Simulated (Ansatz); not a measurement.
# Al2BN3: a trial structure relaxed

Aim: relax a trial structure of Al2BN3 and see where it ends.

Method: DFT PBE, scalar-relativistic, plane waves, PAW, in Ansatz 0.2.0.

**1. Starting point**

Symmetry: P4/mmm, No. 123, tetragonal system. The conventional cell has a = 3.729 Å, b = 3.729 Å, c = 6.151 Å, α = 90.00°, β = 90.00°, γ = 90.00°. Al (site symmetry 4mm) has 1 N at 1.84 Å as nearest neighbours. B (site symmetry 4/mmm) has 8 Al at 2.91 Å as nearest neighbours. Around N (site symmetry 4/mmm) lie 2 Al at 1.84 Å and 4 N at 1.86 Å. N (site symmetry mmm) has 2 N at 1.86 Å as nearest neighbours.

As a file:

```cif
data_structure
_symmetry_space_group_name_H-M 'P 1'
_symmetry_Int_Tables_number 1
_cell_length_a 3.7285
_cell_length_b 3.7285
_cell_length_c 6.1510
_cell_angle_alpha 90.000
_cell_angle_beta 90.000
_cell_angle_gamma 90.000
_cell_volume 85.51
loop_
_atom_site_label
_atom_site_type_symbol
_atom_site_fract_x
_atom_site_fract_y
_atom_site_fract_z
_atom_site_occupancy
Al1 Al 0.50000 0.50000 0.20131 1
Al2 Al 0.50000 0.50000 0.79869 1
B1 B 0.00000 0.00000 0.00000 1
N1 N 0.50000 0.50000 0.50000 1
N2 N 0.50000 0.00000 0.50000 1
N3 N 0.00000 0.50000 0.50000 1
```

A structure generator made this guess: random cell by space group and Wyckoff sites (P4/mmm, No. 123). Its size is a rough estimate.

**2. The guess as it stands, on a coarse mesh**

input.yaml

```yaml
crystal:
  lattice:
    - [3.72854087, 0.0, 0.0]
    - [0.0, 3.72854087, 0.0]
    - [0.0, 0.0, 6.150997]
  atoms:
    - { symbol: Al, position: [0.5, 0.5, 0.20131222] }
    - { symbol: Al, position: [0.5, 0.5, 0.79868778] }
    - { symbol: B, position: [0.0, 0.0, 0.0] }
    - { symbol: "N", position: [0.5, 0.5, 0.5] }
    - { symbol: "N", position: [0.5, 0.0, 0.5] }
    - { symbol: "N", position: [0.0, 0.5, 0.5] }
basis:
  ecutwfc: 420
kpoints:
  mp_grid: { grid: [6, 6, 4] }
hamiltonian:
  xc: pbe
scf:
  occupations: { method: gaussian, width: 0.1 }
  lower_state_search: "off"
output:
  forces: true
  stress: true
  eigenvalues: true
```

The run is started by

```bash
> ansatz run input.yaml --threads 1 --pin off --max-ram 2560MiB --backend cpu --events-out ev --progress --plain --runs-dir out
```

The session goes on with these runs: spin check on a coarse mesh; a loose first relaxation; full relaxation.

Q: Predict the outcome of this session. Wanted: conventional cell; volume; energy over the elements; gap on the mesh.

The runs gave:

| quantity | value |
| --- | --- |
| symmetry at the end (tolerance 0.05 Å) | space group P4/mmm (No. 123) |
| conventional cell | a = 3.372 Å, b = 3.372 Å, c = 6.122 Å, α = 90.00°, β = 90.00°, γ = 90.00° |
| volume | 11.60 Å³/atom |
| energy over the elements (uncorrected; H, N, O, F and Cl as molecules) | +2.03 eV/atom |
| gap on the mesh | none (metal) |

In words: The space group P4/mmm (No. 123) is kept, and the volume per atom shrinks by 18.6 % from the first guess. The formation energy is positive, so the separate elements lie lower. No finished test with a distortion of lower symmetry is shown, so the end may be a saddle point. Some metallic runs here have no spin polarisation while others do, so their energies compare only roughly. Other magnetic orders were not searched.
